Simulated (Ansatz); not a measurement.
Set up this calculation in Ansatz 0.2.0, as the native input.

- Task: single point
- Functional: PBE
- Potentials or basis: Ansatz PAW
- Cutoff: 420 eV (not typed: the program's choice for these potentials)
- k mesh: 5 × 5 × 5
- Occupations: fermi-dirac, width 0.05 eV
- Spin: collinear spin, ferromagnetic start
- Starting moments: [0.0, 0.0, 3.0, 3.0, 0.0, 0.0, 0.0, 0.0, 0.0] μB

The system is CsLiCr2Te2S3.

```
Cs Li Cr Te S
1.0
     3.31929    1.91639    6.87982
    -3.31929    1.91639    6.87982
     0.00000   -3.83279    6.87982
Cs Li Cr Te S
1 1 2 2 3
Direct
  0.00000 0.00000 0.00000
  0.50000 0.50000 0.50000
  0.79848 0.79848 0.79848
  0.20152 0.20152 0.20152
  0.67990 0.67990 0.67990
  0.32010 0.32010 0.32010
  0.13626 0.86374 0.50000
  0.50000 0.13626 0.86374
  0.86374 0.50000 0.13626
```

The cell was built by a generator and needn't be a form met in nature.

One way to write it, as run:

input.yaml

```yaml
crystal:
  lattice:
    - [3.31929, 1.91639, 6.87982]
    - [-3.31929, 1.91639, 6.87982]
    - [0.0, -3.83279, 6.87982]
  atoms:
    - { symbol: Cs, position: [0.0, 0.0, 0.0] }
    - { symbol: Li, position: [0.5, 0.5, 0.5] }
    - { symbol: Cr, position: [0.79848, 0.79848, 0.79848], spin: 3.0 }
    - { symbol: Cr, position: [0.20152, 0.20152, 0.20152], spin: 3.0 }
    - { symbol: Te, position: [0.6799, 0.6799, 0.6799] }
    - { symbol: Te, position: [0.3201, 0.3201, 0.3201] }
    - { symbol: S, position: [0.13626, 0.86374, 0.5] }
    - { symbol: S, position: [0.5, 0.13626, 0.86374] }
    - { symbol: S, position: [0.86374, 0.5, 0.13626] }
hamiltonian:
  xc: pbe
  pseudopotentials: { kind: paw }
magnetization:
  spin_polarized: true
kpoints:
  mp_grid: { grid: [5, 5, 5] }
scf:
  occupations: { method: fermi_dirac, width: 0.05 }
output:
  forces: true
  stress: true
  eigenvalues: true
```

Potentials or basis: Ansatz PAW.

Run with:

```sh
$ ansatz run input.yaml --threads 8 --pin off --max-ram 20480MiB --backend cpu --events-out ev --progress --plain --runs-dir out
```

It gave:

```json
{"Pressure": "0.0 GPa", "Largest force": "0.006 eV/Å", "Band gap on the k mesh": "none (metal or under the smearing width)", "Net moment": "4.00 μB per cell", "Absolute moment": "6.03 μB per cell", "Site moments": "Cs -0.01; Li +0.01; Cr +2.07; Te -0.15; S -0.06 μB"}
```

Caveat: only a ferromagnetic start was run, and an antiferromagnetic order may lie lower in energy.

It took 13 s on 8 threads of AMD EPYC 7B13 (Zen 3), on a shared host, peak memory 1.3 GiB.
